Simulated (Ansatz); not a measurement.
Co, a slab with vacuum:

```xyz
7
Lattice="2.4706 0.0000 0.0000 -1.2353 2.1396 0.0000 0.0000 0.0000 27.1324" Properties=species:S:1:pos:R:3 pbc="T T T"
Co    0.0000    1.4264    7.5000
Co    0.0000    0.0000    9.5221
Co    1.2353    0.7132   11.5441
Co    0.0000    0.0000   13.5662
Co    0.0000    1.4264   15.5882
Co    0.0000    0.0000   17.6103
Co    1.2353    0.7132   19.6324
```

The slab is cut from a database's or a generator's crystal, which needn't be the stable form of the element.

The cell isn't the ideal one: the (0 0 1) slab of Co, cut from the database cell, not relaxed.

Base run:

- Program: Ansatz 0.2.0
- Functional: BLYP
- Potentials or basis: Ansatz PAW
- Cutoff: 420 eV
- Density cutoff: 1680 eV
- k mesh: 12 × 12 × 1
- Occupations: fermi-dirac, width 0.05 eV
- Spin: collinear spin, ferromagnetic start
- Starting moments: [2.0, 2.0, 2.0, 2.0, 2.0, 2.0, 2.0] μB

Its results: band gap on the k mesh none (metal or under the smearing width); net moment 11.63 μB per cell; site moments Co +1.78, +1.71, +1.69, +1.67 μB; largest force 0.335 eV/Å.

Problem. After a change of settings the same cell gave: band gap on the k mesh none (metal or under the smearing width); net moment 11.97 μB per cell; site moments Co +1.85, +1.78, +1.76, +1.74 μB; largest force 0.380 eV/Å. Which change was it?
A. functional from BLYP to LDA
B. functional from BLYP to r2SCAN; cutoff from 420 eV to 500 eV; density cutoff from 1680 eV to 2000 eV
C. functional from BLYP to RPBE

Solution. C.

Caveats: the potentials were made for another functional, which shifts forces and pressure; the PAW data sets come from PBE, with cores solved anew for the run's functional, which leaves a small shift of forces and pressure.

Not every run made on this cell is shown here.
